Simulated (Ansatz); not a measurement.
# TiO (singlet): the correlation ladder, def2-SVP

Aim: climb from Hartree-Fock through coupled cluster for TiO (singlet) at one geometry and basis, and see what each rung misses.

Method: def2-SVP, core rule «outside noble gas», up to 10 orbitals frozen; program: Ansatz 0.2.0, Gaussian basis.

To be run: UHF; CCSD(T) on RHF; CCSD(T) on UHF; CISD; CCSDT(Q) on RHF; CCSDT(Q) on UHF; CCSDTQ on RHF.

11 further runs of the same task are left out: 7 for a known fault of the program, 4 set aside as unsound or not needed.

## (1) The system

The geometry is a PBE0/def2-TZVP stationary point (not a proven minimum).

2 atoms, charge 0, spin multiplicity 1.

Atoms are counted from 1 here; the program's logs count them from 0.

Bond lengths: Ti1–O2 1.581 Å.

## (2) UHF

The input, in.yaml:

```yaml
crystal:
  periodic: [false, false, false]
  atoms:
    - {symbol: Ti, position_ang: [0.000000, 0.000000, 0.000000]}
    - {symbol: O, position_ang: [0.000000, 0.000000, 1.581349]}
basis:
  gaussian: {orbitals: def2-SVP}
magnetization: {spin_polarized: true, initial_magnetization: 0}
hamiltonian: {xc: hf}
output: {orbitals: {seedname: orbitals}}
```

Launch:

```bash
$ ansatz run in.yaml --threads 1 --pin off --events-out ev --progress --plain --max-ram 4096MiB --backend cpu
```

After this run come: CCSD(T) on RHF; CCSD(T) on UHF; CISD; CCSDT(Q) on RHF; CCSDT(Q) on UHF; CCSDTQ on RHF.

Q: Predict the results of all the runs planned. Wanted: RCCSDTQ below the RHF energy; RMP2 from RCCSDTQ; RCCSD from RCCSDTQ; RCCSD(T) from RCCSDTQ; RCCSDT(Q) from RCCSDTQ; T1 diagnostic.

As calculated:

| quantity | value |
| --- | --- |
| RCCSDTQ below the RHF energy | -9.6018 eV |
| RMP2 from RCCSDTQ | +329.1 meV |
| RCCSD from RCCSDTQ | +878.1 meV |
| RCCSD(T) from RCCSDTQ | +59.7 meV |
| RCCSDT(Q) from RCCSDTQ | -15.0 meV |
| levels within 1 kcal/mol (43 meV) | RCCSDT(Q) |
| T1 diagnostic | 0.052 |

**Reading.** RCCSD(T) lands +59.7 meV from the yardstick (0.6 % of the correlation energy). These misses are within one basis, not against nature.
